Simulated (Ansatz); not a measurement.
The system is HPbNO4.

```
H Pb N O
1.0
     3.85707    0.00178   -0.03658
     0.17353    4.33436   -0.01647
     0.75803    0.83873    5.87662
H Pb N O
1 1 1 4
Direct
  0.61511 0.89559 0.19844
  0.64597 0.44651 0.91685
  0.71474 0.23810 0.50058
  0.16958 0.47007 0.77768
  0.62919 0.97045 0.49845
  0.56424 0.92583 0.03849
  0.78022 0.42250 0.31951
```

The cell was built by a generator and needn't be a form met in nature.

| Property | Result |
| --- | --- |
| Program | Ansatz 0.2.0 |
| Task | relaxation of cell and atoms |
| Functional | PBE |
| Dispersion | D3(BJ) |
| Potentials or basis | all-electron PAW datasets made for the crystal |
| k mesh | 4 × 4 × 3 |
| Occupations | fermi-dirac, width 0.05 eV |
| Spin | no spin polarisation |

At the start: volume 14.06 Å³/atom.

Task: How do energy, volume and symmetry change on relaxing?

Result: Over 13 steps the energy falls by 5.3 meV/atom and the volume is 12.97 Å³/atom (-7.8 %); space group P1 (No. 1, to 0.05 Å).

Step by step:
| step | energy change (eV) | largest force (eV/Å) | volume (Å³) |
| --- | --- | --- | --- |
| 1 | 0.0000 | 0.1535 | 98.41 |
| 2 | -0.0147 | 0.1123 | 95.08 |
| 3 | -0.0173 | 0.2755 | 92.89 |
| 4 | -0.0277 | 0.1712 | 91.92 |
| 5 | -0.0317 | 0.1950 | 91.82 |
| 6 | -0.0354 | 0.0872 | 91.39 |
| 7 | -0.0359 | 0.0675 | 90.84 |
| 8 | -0.0363 | 0.0581 | 90.82 |
| 9 | -0.0367 | 0.0292 | 90.78 |
| 10 | -0.0368 | 0.0242 | 90.79 |
| 11 | -0.0369 | 0.0223 | 90.77 |
| 12 | -0.0370 | 0.0126 | 90.78 |
| 13 | -0.0370 | 0.0124 | 90.78 |

Final structure:
```cif
data_structure
_symmetry_space_group_name_H-M 'P 1'
_symmetry_Int_Tables_number 1
_cell_length_a 3.7518
_cell_length_b 4.2405
_cell_length_c 5.9109
_cell_angle_alpha 79.958
_cell_angle_beta 79.607
_cell_angle_gamma 83.662
_cell_volume 90.78
loop_
_atom_site_label
_atom_site_type_symbol
_atom_site_fract_x
_atom_site_fract_y
_atom_site_fract_z
_atom_site_occupancy
H1 H 0.57702 0.89468 0.21379 1
Pb1 Pb 0.63582 0.45272 0.91982 1
N1 N 0.75525 0.21662 0.49459 1
O1 O 0.17258 0.50867 0.76285 1
O2 O 0.63640 0.95801 0.49852 1
O3 O 0.51264 0.93355 0.05529 1
O4 O 0.82934 0.40480 0.30514 1
```
